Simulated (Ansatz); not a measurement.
# CH₄AlClO: taking an electron away

One table from this session's results is given with a row withheld; the runs are named, their logs left out.

The runs use Ansatz 0.2.0, Gaussian basis; unrestricted cation, the program's frozen cores in correlated methods.

The runs, in order: UKS PBE-D4/def2-TZVPP; UKS r2SCAN-D4/def2-TZVPP; UKS PBE0-D4/def2-TZVPP; UKS B3LYP-D4/def2-TZVPP; UKS wB97X-V/def2-TZVPP; UKS wB97M-V/def2-TZVPP; UKS B2PLYP/def2-TZVPP; UHF-CCSD(T)/def2-TZVPP; UHF-CCSD(T)/def2-QZVPP; extrapolation to the limit; then −ε(HOMO) from the neutral's earlier runs with LDA (SPW92), PBE-D4, revPBE-D4, BLYP-D4, r2SCAN-D4, B97M-V, PBE0-D4, B3LYP-D4, r2SCANh-D4, r2SCAN0-D4, HSE06-D4, BHLYP-D4, CAM-B3LYP-D4, LC-ωPBE, ωB97X-V, ωB97M-V.

**The relaxed structure**

An earlier PBE0-D4 in a triple-zeta def2 set relaxation fixed the geometry.

SMILES `C[O][AlH][Cl]`, 8 atoms, charge 0, spin multiplicity 1.

Atoms are counted from 1 here; the program's logs count them from 0.

Bond lengths: C1–O2 1.400 Å, C1–H5 1.094 Å, C1–H6 1.096 Å, C1–H7 1.094 Å, O2–Al3 1.672 Å, Al3–Cl4 2.097 Å, Al3–H8 1.563 Å. Angles: O2–C1–H5 109.9°, O2–C1–H6 112.3°, O2–C1–H7 109.8°, H5–C1–H6 108.3°, H5–C1–H7 108.0°, H6–C1–H7 108.3°, C1–O2–Al3 136.5°, O2–Al3–Cl4 118.9°, O2–Al3–H8 119.8°, Cl4–Al3–H8 121.3°.

The first run:

File in.yaml:

```yaml
crystal:
  periodic: [false, false, false]
  atoms:
    - {symbol: C, position_ang: [0.132232, 1.250623, 0.263001]}
    - {symbol: O, position_ang: [0.645290, 0.051987, -0.246044]}
    - {symbol: Al, position_ang: [0.103413, -1.519677, -0.426623]}
    - {symbol: Cl, position_ang: [-1.828977, -2.007773, 0.224422]}
    - {symbol: H, position_ang: [0.118428, 2.012381, -0.522456]}
    - {symbol: H, position_ang: [-0.886521, 1.136165, 0.649967]}
    - {symbol: H, position_ang: [0.770224, 1.612626, 1.074965]}
    - {symbol: H, position_ang: [1.038010, -2.593332, -1.072933]}
basis:
  gaussian: {orbitals: def2-TZVPP}
total_charge: 1
magnetization: {spin_polarized: true, initial_magnetization: 1}
hamiltonian: {xc: pbe, dispersion: d4}
```

The run is started by

```sh
$ ansatz run in.yaml --threads 2 --pin off --events-out ev --progress --plain --max-ram 32768MiB --backend cpu
```

Among the steps run: Cation, UKS PBE-D4/def2-TZVPP; Cation, UKS r2SCAN-D4/def2-TZVPP; Cation, UKS PBE0-D4/def2-TZVPP; Cation, UKS B3LYP-D4/def2-TZVPP; Cation, UKS wB97X-V/def2-TZVPP; Cation, UKS wB97M-V/def2-TZVPP; Cation, UKS B2PLYP (frozen core)/def2-TZVPP; Cation, UHF-CCSD(T)/def2-TZVPP; Cation, UHF-CCSD(T)/def2-QZVPP.

One table of the session follows, with a row left open; its other results are not shown here.

For comparison, −ε(HOMO) of the neutral from earlier runs:

```
  functional  −ε(HOMO) (eV)
 LDA (SPW92)           7.11
      PBE-D4           6.96
   revPBE-D4              ?
     BLYP-D4           6.86
   r2SCAN-D4           7.27
      B97M-V           7.37
     PBE0-D4           8.47
    B3LYP-D4           8.23
  r2SCANh-D4           7.84
  r2SCAN0-D4           8.70
    HSE06-D4           8.06
    BHLYP-D4           9.93
CAM-B3LYP-D4           9.93
     LC-ωPBE          11.32
     ωB97X-V          10.96
     ωB97M-V          10.87
```

Estimate the missing values for revPBE-D4.

**Answer.** −ε(HOMO) (eV): 6.90. In the column «−ε(HOMO) (eV)» it lies between BLYP-D4 (6.86) and PBE-D4 (6.96).
